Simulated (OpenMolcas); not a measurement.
# A workflow on AlSi2H5O (SMILES [SiH3][Al]1[O][SiH2]1)

Aim: a series of 9 runs (UHF/6-31G*, CASSCF(2,2)/6-31G*, CASPT2(2,2)/6-31G*, CASPT2[IPEA 0](2,2)/6-31G*, SC-NEVPT2(2,2)/6-31G*, PC-NEVPT2(2,2)/6-31G*, MC-PDFT[tPBE](2,2)/6-31G*, MC-PDFT[ftPBE](2,2)/6-31G*, and more) of AlSi2H5O. 

Program for the calculation: OpenMolcas 26.06.

## (1) The structure to begin with

AlSi2H5O: 9 atoms, total charge 0, spin state singlet. As SMILES, `[SiH3][Al]1[O][SiH2]1`. The Si4–H8 distance was set to 3.277 Å, away from the relaxed value. At this shape a bond of the SMILES string is far longer than usual.

Bond lengths: Si1–Al2 2.450 Å, Al2–O3 1.745 Å, Al2–Si4 2.280 Å, O3–Si4 1.688 Å, Si1–H5 1.488 Å, Si1–H6 1.489 Å, Si1–H7 1.487 Å, Si4–H9 1.490 Å. Some angles: Si1–Al2–O3 129.7°, Si1–Al2–Si4 177.0°, O3–Al2–Si4 47.3°, Al2–O3–Si4 83.2°, Al2–Si4–O3 49.5°, Al2–Si1–H5 109.6°, Al2–Si1–H6 109.4°, Al2–Si1–H7 111.5°, Al2–Si4–H9 126.3°, O3–Si4–H9 114.1°.

## (2) A single-point energy at UHF/6-31G(d) (spherical functions) (run 1)

File mol.xyz:

```xyz
9

Si    -0.562538     3.457018    -0.934011
Al    -0.034538     1.591018     0.563489
O      1.483062     0.774618     0.834989
Si     0.568962    -0.137782     1.921589
H     -1.673438     3.066618    -1.844211
H     -1.009738     4.626318    -0.128611
H      0.616862     3.852718    -1.749511
H      0.403300    -3.327600     1.187000
H      1.019362    -0.030082     3.337589
```

File step1.inp:

```
&GATEWAY
  BasLib
  $CurrDir
  Coord
  mol.xyz
  Basis
  6-31Gs
  Group
  NoSym

&SEWARD

&SCF
  UHF
  Scramble
  0.25
  PrOrbitals
  1 2
```

The basis set 6-31G* is read from a file made from the Basis Set Exchange's data (not shown).

Command:

```console
$ export MOLCAS_MEM=1860
$ pymolcas step1.inp > step1.log
```

What it wrote:

```text
--- Start Module: gateway ---
[...]
--- Stop Module: gateway /rc=_RC_ALL_IS_WELL_ ---
--- Start Module: seward ---
[...]
      Basis functions           78
--- Stop Module: seward /rc=_RC_ALL_IS_WELL_ ---
[...]
--- Start Module: scf ---
[...]
       Convergence after  29 Iterations
[...]
::    Total SCF energy                               -897.4070237898
[...]
      Total spin, S                                     0.6124752504
[...]
      Total electronic charge=   54.000000
      Total            charge=   -0.000000
[...]
      Dipole Moment (debye):
      Origin of the operator (angstrom)=    0.2147    1.5046    0.5482
                   X= -1.9105E+00               Y=  1.1328E+00               Z= -4.0810E-01           Total=  2.2583E+00
      Quadrupole Moment (debye*angstrom):
[...]
--- Stop Module: scf /rc=_RC_ALL_IS_WELL_ ---
[...]
```

Run time: 11 s. Hardware: 1 thread of Intel Xeon Platinum 8259CL at 2.50GHz (Skylake/Cascade Lake), shared host; peak memory 0.44 GiB.

## (3) The energy at CASSCF(2,2)/6-31G(d) (spherical functions) (run 2)

mol.xyz is that of step 2.

File step2.input:

```
&GATEWAY
 BasLib=$CurrDir
 Coord=mol.xyz
 Basis=6-31Gs
 Group=NoSym

&SEWARD

&RASSCF
 FileOrb=$CurrDir/step1.UnaOrb
 Spin=1
 Nactel=2 0 0
 Inactive=26
 Ras2=2
 OrbListing=NoCore
 OrbAppear=Compact
```

The basis set 6-31G* is read from a file made from the Basis Set Exchange's data (not shown).

Command:

```console
$ export MOLCAS_MEM=1860
$ pymolcas step2.input > step2.log
```

What it wrote:

```text
--- Start Module: gateway ---
[...]
--- Stop Module: gateway /rc=_RC_ALL_IS_WELL_ ---
--- Start Module: seward ---
[...]
      Basis functions           78
--- Stop Module: seward /rc=_RC_ALL_IS_WELL_ ---
[...]
--- Start Module: rasscf ---
[...]
      Number of active orbitals                  2
[...]
      Spin quantum number                      0.0
[...]
      Active orbitals                            2
[...]
      Number of CSFs                             3
[...]
      Number of root(s) required                 1
[...]
      Convergence after 14 iterations
[...]
      printout of CI-coefficients larger than  0.05 for root  1
      energy=    -897.410429
      conf/sym  11     Coeff  Weight
             1  20  -0.85189 0.72572
             3  02   0.52372 0.27428
      Natural orbitals and occupation numbers for root  1
      sym 1:   1.451438   0.548562
      ************************************************************************************************************************
      *                                                    Final results                                                     *
[...]
::    RASSCF root number  1 Total energy:   -897.41042870
[...]
      Total electronic charge=   54.000000
      Total            charge=   -0.000000
[...]
      Dipole Moment (debye):
      Origin of the operator (angstrom)=    0.2147    1.5046    0.5482
                   X= -2.0504E+00               Y=  1.6620E+00               Z= -4.3637E-01           Total=  2.6752E+00
      Quadrupole Moment (debye*angstrom):
[...]
--- Stop Module: rasscf /rc=_RC_ALL_IS_WELL_ ---
[...]
```

Run time: 8.4 s. Hardware: 1 thread of Intel Xeon Platinum 8259CL at 2.50GHz (Skylake/Cascade Lake), shared host; peak memory 0.44 GiB.

Run 3 isn't shown in full; the table further down has it.

## (4) The energy at CASPT2[IPEA 0](2,2)/6-31G(d) (spherical functions) (run 4)

mol.xyz is that of step 3.

File step4.inp:

```
* AlH5OSi2 CASPT2

&GATEWAY
  BasLib=$CurrDir
  Coord=mol.xyz
  Basis=6-31Gs
  Group=NoSym

&SEWARD

&RASSCF
  FileOrb=$CurrDir/step2.RasOrb
  Spin=1
  Nactel=2 0 0
  Inactive=26
  Ras2=2
  OrbListing=NoCore
  OrbAppear=Compact

&CASPT2
  IPEA=0
  Imaginary=0.1
  Frozen=16
```

The basis set 6-31G* is read from a file made from the Basis Set Exchange's data (not shown).

Command:

```console
$ export MOLCAS_MEM=1860
$ pymolcas step4.inp > step4.log
```

What it wrote:

```text
--- Start Module: gateway ---
[...]
--- Stop Module: gateway /rc=_RC_ALL_IS_WELL_ ---
[...]
      Basis functions           78
[...]
--- Start Module: rasscf ---
[...]
      Number of active orbitals                  2
[...]
      Spin quantum number                      0.0
[...]
      Active orbitals                            2
[...]
      Number of CSFs                             3
[...]
      Number of root(s) required                 1
[...]
      Convergence after  4 iterations
[...]
      printout of CI-coefficients larger than  0.05 for root  1
      energy=    -897.410429
      conf/sym  11     Coeff  Weight
             1  20  -0.85189 0.72572
             3  02   0.52372 0.27428
      Natural orbitals and occupation numbers for root  1
      sym 1:   1.451434   0.548566
      ************************************************************************************************************************
      *                                                    Final results                                                     *
[...]
::    RASSCF root number  1 Total energy:   -897.41042870
[...]
      Total electronic charge=   54.000000
      Total            charge=   -0.000000
[...]
      Dipole Moment (debye):
      Origin of the operator (angstrom)=    0.2147    1.5046    0.5482
                   X= -2.0503E+00               Y=  1.6620E+00               Z= -4.3642E-01           Total=  2.6752E+00
      Quadrupole Moment (debye*angstrom):
[...]
--- Stop Module: rasscf /rc=_RC_ALL_IS_WELL_ ---
[...]
--- Start Module: caspt2 ---
[...]
 ###    WARNING: User changed nr of frozen orbitals.                         ###
 ###############################################################################
[...]
      E2 (Variational):          -0.3838864328
      Total energy:            -897.7943151291
[...]
      Reference weight:           0.85770
[...]
::    CASPT2 Root  1     Total energy:   -897.79431513
[...]
--- Stop Module: caspt2 /rc=_RC_ALL_IS_WELL_ ---
[...]
```

Wall time 7.2 s (1 thread of Intel Xeon Platinum 8259CL at 2.50GHz (Skylake/Cascade Lake), shared host); peak memory 0.44 GiB.

Runs 5 to 8 aren't shown in full; the table further down has their settings and results.

## (5) A single-point energy at MRCI(2,2)/6-31G(d) (spherical functions) (run 9)

mol.xyz is that of step 4.

File step9.inp:

```
* AlH5OSi2 MRCI

&gateway
 baslib=$CurrDir
 coord=mol.xyz
 basis=6-31Gs
 group=NoSym

&seward

&rasscf
 fileorb=$CurrDir/step2.RasOrb
 spin=1
 nactel=2 0 0
 inactive=26
 ras2=2
 orblisting=NoCore
 orbappear=Compact

&motra
 lumorb
 frozen=16

&guga
 electrons=22
 spin=1
 inactive=10
 active=2
 ciall=1

&mrci
 sdci
```

The basis set 6-31G* is read from a file made from the Basis Set Exchange's data (not shown).

Command:

```console
$ export MOLCAS_MEM=1860
$ pymolcas step9.inp > step9.log
```

What it wrote:

```text
--- Start Module: gateway ---
[...]
--- Stop Module: gateway /rc=_RC_ALL_IS_WELL_ ---
[...]
      Basis functions           78
[...]
      Number of active orbitals                  2
[...]
      Spin quantum number                      0.0
[...]
      Active orbitals                            2
[...]
      Number of CSFs                             3
[...]
      Number of root(s) required                 1
[...]
      Convergence after  4 iterations
[...]
      printout of CI-coefficients larger than  0.05 for root  1
      energy=    -897.410429
      conf/sym  11     Coeff  Weight
             1  20  -0.85189 0.72572
             3  02   0.52372 0.27428
      Natural orbitals and occupation numbers for root  1
      sym 1:   1.451434   0.548566
      ************************************************************************************************************************
      *                                                    Final results                                                     *
[...]
::    RASSCF root number  1 Total energy:   -897.41042870
[...]
      Dipole Moment (debye):
      Origin of the operator (angstrom)=    0.2147    1.5046    0.5482
                   X= -2.0503E+00               Y=  1.6620E+00               Z= -4.3642E-01           Total=  2.6752E+00
      Quadrupole Moment (debye*angstrom):
[...]
      *** WARNING: Default frozen orbitals is overwritten by user input.
      *** Default values:   7
[...]
--- Start Module: guga ---
[...]
--- Stop Module: guga /rc=_RC_ALL_IS_WELL_ ---
--- Start Module: mrci ---
[...]
       (But an ACPF correction will be computed)
       USE THE DEFAULT ACPF G-VALUE GFAC=   9.0909090909090912E-002
[...]
                      CI ENERGY:  -897.77344430
[...]
                ACPF CORRECTION:    -0.04990054
[...]
      Total electronic charge=   54.000000
      Total            charge=    0.000000
[...]
     ACPF CORRECTION:     -0.04990054
[...]
  CI State   1     Total energy:   -897.77344430     QDav:     -0.05565564     QACPF:     -0.04990054
[...]
--- Stop Module: mrci /rc=_RC_ALL_IS_WELL_ ---
[...]
```

Run time: 21 s. Hardware: 1 thread of Intel Xeon Platinum 8259CL at 2.50GHz (Skylake/Cascade Lake), shared host; peak memory 0.44 GiB.

## (6) The series

```
run                                             level  scramble           active rule  energy (Eh)  dipole moment (D) of the reference  wall time
  1                  UHF/6-31G* (spherical functions)      0.25                     –  -897.407024                                2.26       11 s
  2          CASSCF(2,2)/6-31G* (spherical functions)         –  uhf natural orbitals  -897.410429                                2.68      8.4 s
  3          CASPT2(2,2)/6-31G* (spherical functions)         –  uhf natural orbitals  -897.791505                                2.68      7.2 s
  4  CASPT2[IPEA 0](2,2)/6-31G* (spherical functions)         –  uhf natural orbitals  -897.794315                                2.68      7.2 s
  5       SC-NEVPT2(2,2)/6-31G* (spherical functions)         –  uhf natural orbitals  -897.789765                                2.68      7.2 s
  6       PC-NEVPT2(2,2)/6-31G* (spherical functions)         –  uhf natural orbitals  -897.789802                                2.68      6.9 s
  7   MC-PDFT[tPBE](2,2)/6-31G* (spherical functions)         –  uhf natural orbitals  -898.912747                                2.68      7.8 s
  8  MC-PDFT[ftPBE](2,2)/6-31G* (spherical functions)         –  uhf natural orbitals  -899.135592                                2.68      7.5 s
  9            MRCI(2,2)/6-31G* (spherical functions)         –  uhf natural orbitals  -897.773444                                2.68       21 s
```

## (7) Outcome

```
                                               quantity          value
                  run 9, MRCI(2,2)/6-31G*: total energy  -897.77344 Eh
run 9, MRCI(2,2)/6-31G*: dipole moment (CASSCF density)         2.68 D
```

What this shows: Below the UHF energy at the same shape and in the same basis (6-31G*): CASSCF(2,2) -3.4 mEh; CASPT2(2,2) -384.5 mEh; CASPT2[IPEA 0](2,2) -387.3 mEh; SC-NEVPT2(2,2) -382.7 mEh; PC-NEVPT2(2,2) -382.8 mEh; MRCI(2,2) -366.4 mEh. Active-space methods hold only the correlation inside their space unless a perturbation or CI step follows. Spin contamination of the reference: run 1 ⟨S²⟩ = 0.99. Where it is this large, the reference is a mixture of spin states, and values that rest on it are in doubt. All runs together took 84 s, the longest 21 s.
